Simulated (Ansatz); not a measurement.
# PdSTe: the cell at several levels of theory

One table from this session's results is given with a row withheld; the runs are named, their logs left out.

Code: Ansatz 0.2.0. PAW datasets, plane waves, zero pressure. The cell comes from a prototype generator: it can be a known phase or a hypothetical one. Spin polarisation is off.

### The cell

The sheet's in-plane cell has a = 3.925 Å, b = 3.925 Å (γ = 120.0°), and its outermost atoms lie 3.19 Å apart along the normal. Around Pd lie 3 S at 2.77 Å and 3 Te at 2.77 Å; around S lie 3 Pd at 2.77 Å; around Te lie 3 Pd at 2.77 Å.

Structure file:

```
CELL_PARAMETERS angstrom
3.92522 0.00000 0.00000
-1.96261 3.39934 0.00000
0.00000 0.00000 18.00000
ATOMIC_POSITIONS crystal
Pd 0.00000 0.00000 0.50000
S 0.33333 0.66667 0.58861
Te 0.66667 0.33333 0.41139
```
Periodic in the plane only; c spans the vacuum.

Set-up of the first run:

Input file input.yaml:

```yaml
crystal:
  lattice:
    - [3.92521796, 0.0, 0.0]
    - [-1.96260898, 3.3993384688, 0.0]
    - [0.0, 0.0, 18.0]
  atoms:
    - { symbol: Pd, position: [0.0, 0.0, 0.5] }
    - { symbol: S, position: [0.3333333333, 0.6666666667, 0.5886091848] }
    - { symbol: Te, position: [0.6666666667, 0.3333333333, 0.4113908152] }
  periodic: [true, true, false]
kpoints:
  mp_grid: { grid: [12, 12, 1] }
hamiltonian:
  xc: pbe
scf:
  occupations: { method: fermi_dirac, width: 0.02 }
relax:
  f_tol: 0.005
  cell: {}
output:
  write_density: true
  write_potential: true
  elf: true
  volumetric_format: npy
```

Started as:

```console
$ ansatz run input.yaml --threads 4 --pin off --max-ram 5529MiB --backend cpu --events-out ev --progress --plain --runs-dir out
```

Steps of the session up to this table: Relaxing with PBE; Relaxation with r2SCAN; Relaxing with PBEsol; Relaxation with LDA; HSE06: cell and atoms.

One of the session's tables, all rows but one given; the rest of the session is left out.

```
 level  a (Å)  area (Å²/atom)
   PBE  3.800           4.169
r2SCAN      ?               ?
PBEsol  3.742           4.041
   LDA  3.710           3.973
 HSE06  3.749           4.057
```

Estimate the missing values for r2SCAN.

**Answer.** a (Å): 3.762; area (Å²/atom): 4.086. In the column «a (Å)» it lies between HSE06 (3.749) and PBE (3.800).

What this shows: From the start to the first minimum the area moved by -6.3 %. The area runs from LDA (least) to PBE (most), a spread of 4.9 %, or 2.4 % in length if all axes shared it alike. The meshes differ: PBE 12×12×1, r2SCAN 12×12×1, PBEsol 12×12×1, LDA 12×12×1, HSE06 6×6×1.

Caveats from the session: Warnings in the runs' records: xc potential rough in thin density, slab cell height set.
